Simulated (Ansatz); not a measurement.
Run this with the Ansatz DFT code, driven from Python and show what comes out.

`run_cas.py`
```python
"""Static correlation in CH4SSe: natural occupations of an active space."""

from dataclasses import dataclass

import ansatz


@dataclass(frozen=True)
class RunConfig:
    basis: str = "def2-SVP"


opts = RunConfig()

geometry_ang = [
    ("S", (-1.5551, -0.347, -0.1322)),
    ("C", (-0.0506, 0.1721, 0.6604)),
    ("Se", (1.3635, -0.9752, 0.0337)),
    ("H", (-1.0959, 0.1403, -1.4156)),
    ("H", (-0.1551, 0.056, 1.7418)),
    ("H", (0.1904, 1.2487, 0.4232)),
    ("H", (1.3641, -0.363, -1.357)),
]
molecule = ansatz.Crystal.molecule()
for symbol, xyz in geometry_ang:
    molecule = molecule.atom(symbol, xyz)

setup = (
    molecule.calculation()
    .basis(gaussian=opts.basis)
    .correlation(active_electrons=4, active_orbitals=4)  # correlation on top of the mean field
)
for method in ["sc_nevpt2"]:
    r = (setup if method is None else setup.correlation(method)).run(threads=1, pin="off").report
    space = r["configurations"]
    state = space["states"][0]
    print(method or "casscf", f"total {r['free_energy_ev'] / 27.211386246:.6f} Ha, active-space state {state['energy']['hartree']:.6f} Ha, mean field {r['reference_energy_ev'] / 27.211386246:.6f} Ha")
    print("  determinants", state["n_determinants"], " natural occupations", [round(n, 3) for n in space["natural_occupations"]])
print("effectively unpaired electrons, sum of min(n, 2 - n):", round(sum(min(n, 2 - n) for n in space["natural_occupations"]), 3))
```

Running `python run_cas.py` prints:
```text
RunWarning: the results are in doubt because another end's mean lies 0.087 eV lower, and its corrected mean 0.156 eV higher
sc_nevpt2 total -2837.602629 Ha, active-space state -2837.119335 Ha, mean field -2837.085361 Ha
  determinants 36  natural occupations [1.974, 1.967, 0.031, 0.028]
effectively unpaired electrons, sum of min(n, 2 - n): 0.118
```
(Warnings from the package without file and line.)

Notes:
- Total energies depend on the basis set; only differences at equal settings carry meaning.
- The geometry is a force-field or estimated start, not a minimum of this method, and the basis set is short of its limit. The active space starts as a window about the frontier orbitals and is then optimised, not chosen by chemistry.
- A lower CASSCF solution was found and passed over, so the printed active-space state isn't the lowest.
- The whole script took 13 s on 1 thread of Arm Neoverse V1 (shared host), peak memory 0.27 GiB.

(Lines on the test bed's own set-up are left out of the output.)
